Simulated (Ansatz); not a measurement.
EuI3:

```xyz
4
Lattice="0.0000 3.6980 3.6980 3.6980 0.0000 3.6980 3.6980 3.6980 0.0000" Properties=species:S:1:pos:R:3 pbc="T T T"
Eu    0.0000    0.0000    0.0000
I     3.6980    3.6980    3.6980
I     1.8490    1.8490    1.8490
I     5.5471    5.5471    5.5471
```

The cell comes from a database or a generator and needn't be the stable form of this composition.

* Program: Ansatz 0.2.0
* Task: single point
* Functional: PBE
* Potentials or basis: Ansatz PAW
* Cutoff: 420 eV (not typed: the program's choice for these potentials)
* k mesh: 6 × 6 × 6
* Occupations: fermi-dirac, width 0.05 eV
* Spin: collinear spin, ferromagnetic start
* Starting moments: [7.0, 0.0, 0.0, 0.0] μB

On this cell: pressure 20.9 GPa; largest force zero by symmetry; net moment 6.16 μB per cell; site moments Eu +6.60; I -0.23, -0.13 μB; band gap on the k mesh none (metal or under the smearing width).

The same run follows on a disturbed copy (atoms moved at random, drawn with an rms of 0.05 Å):

```
Eu I
1.0
     0.00000    3.69804    3.69804
     3.69804    0.00000    3.69804
     3.69804    3.69804    0.00000
Eu I
1 3
Cartesian
  0.0018 0.0610 -0.0331
  3.7000 3.7391 3.7086
  1.8156 1.8462 1.8791
  5.5862 5.5678 5.5308
```

What changes?

The energy (extrapolated to zero smearing) moves by +7.8 meV/atom; pressure 21.0 GPa; largest force 0.545 eV/Å; net moment 6.16 μB per cell; site moments Eu +6.60; I -0.22, -0.12 μB; band gap on the k mesh none (metal or under the smearing width).

Forces in eV/Å, atoms in the order of the input:
```
Eu   0.032 -0.253  0.150
I   -0.005 -0.238  0.046
I    0.295  0.344 -0.303
I   -0.321  0.148  0.107
```

Stress tensor (GPa, compression positive):
```
21.09  0.10 -0.06
 0.10 20.97 -0.22
-0.06 -0.22 21.04
```

Caveats: spin-orbit coupling is left out, which moves the levels of the heavy elements; without U or exact exchange the open f shell lies at the Fermi level, which spoils levels, moments and volumes; so large a pressure means that the cell lies far from this level's equilibrium, or that cutoff or potentials fall short (some runs).
